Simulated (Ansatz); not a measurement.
LaAg, space group Pm-3m, cell relaxations under several functionals

Program: Ansatz 0.2.0, Python API.

Typed at the interpreter:
```pycon
>>> import ansatz as az
>>> import numpy as np
>>> def edges_and_angles(cell):
...     cell = np.asarray(cell)
...     a, b, c = np.linalg.norm(cell, axis=1)
...     cosines = cell[1] @ cell[2] / (b * c), cell[0] @ cell[2] / (a * c), cell[0] @ cell[1] / (a * b)
...     return (a, b, c, *np.degrees(np.arccos(cosines)))
...
>>> lattice = az.Lattice.of(
...     [3.76, 0.0, 0.0],
...     [0.0, 3.76, 0.0],
...     [0.0, 0.0, 3.76],
... )
>>> sites = [
...     ('La', [0.5, 0.5, 0.5]),
...     ('Ag', [0.0, 0.0, 0.0]),
... ]
>>> xtal = az.Crystal(lattice=lattice)
>>> for symbol, position in sites:
...     xtal = xtal.atom(symbol, position)
...
>>> xtal.resolved().sites[-1]
Site(symbol='Ag', position=(0.0, 0.0, 0.0), moment=None, axis=None, held=None, saved=None)
>>> calc = (
...     xtal.calculation()
...     .kpoints(length=32)
...     .occupations('fermi_dirac', width=0.1)
...     .scf(tolerance=1e-09)
...     .relax(cell=True, force_tolerance=0.03, max_steps=60)
... )
>>> levels = [('r2scan', 'none'), ('r2scan', 'd4'), ('pbesol', 'd3bj')]
>>> print('level            a       b       c    alpha   beta  gamma  V/atom  steps')
level            a       b       c    alpha   beta  gamma  V/atom  steps
>>> for name, dispersion in levels:
...     seen = []
...     run = calc.functional(name, dispersion=dispersion).session().plan()
...     done = run.execute(on_event=lambda e: seen.append(e) if e['event'] == 'relax_step' else None)
...     cell = done.lattice.cell_ang
...     label = name if dispersion == 'none' else f'{name}+{dispersion}'
...     print('{:13s} {:7.4f} {:7.4f} {:7.4f} {:6.2f} {:6.2f} {:6.2f}'.format(label, *edges_and_angles(cell)), f'{abs(np.linalg.det(cell)) / len(done.lattice.sites):7.3f} {len(seen):5d}')
...
DeckWarning: basis.ecutwfc = 500 eV, auto-derived from the records' recommended cutoffs: set by La (their level for a meta-GGA)
DeckWarning: relax.cell: scf.convergence.dr2_threshold = 1e-9 eV is looser than the 2e-10 eV advised for a relaxation that steers and ends on the stress (1e-10 eV for each atom of the cell: 2). What an SCF threshold leaves in a stress goes as its square root, [...]
r2scan         3.8160  3.8160  3.8160  90.00  90.00  90.00  27.783     5
r2scan+d4      3.8016  3.8016  3.8016  90.00  90.00  90.00  27.470     4
DeckWarning: basis.ecutwfc = 420 eV, auto-derived from the records' recommended cutoffs: set by La (normal level)
pbesol+d3bj    3.6841  3.6841  3.6841  90.00  90.00  90.00  25.002     5
```

From smallest to largest: PBEsol+D3BJ (25.00 Å³ an atom, -5.9 % against the start), r2SCAN+D4 (27.47 Å³ an atom, +3.4 % against the start) and r2SCAN (27.78 Å³ an atom, +4.5 % against the start). The spread is 11.1 % in volume.

Notes:
- Forces vanish by symmetry, so the ions can't move, and the end may be a saddle.
- Dispersion corrections can be off by several per cent in the lattices of metals, and by several GPa in the pressure at a fixed cell.
- The structure is a deposited one; some such entries were measured under pressure or heat, so a shift against it needn't be the functional's error alone.
- Warnings are shown shortened and without file and line.
- It ran for 55 s on 1 thread of Arm Neoverse V2, with other jobs on the host, peak memory 0.58 GiB.
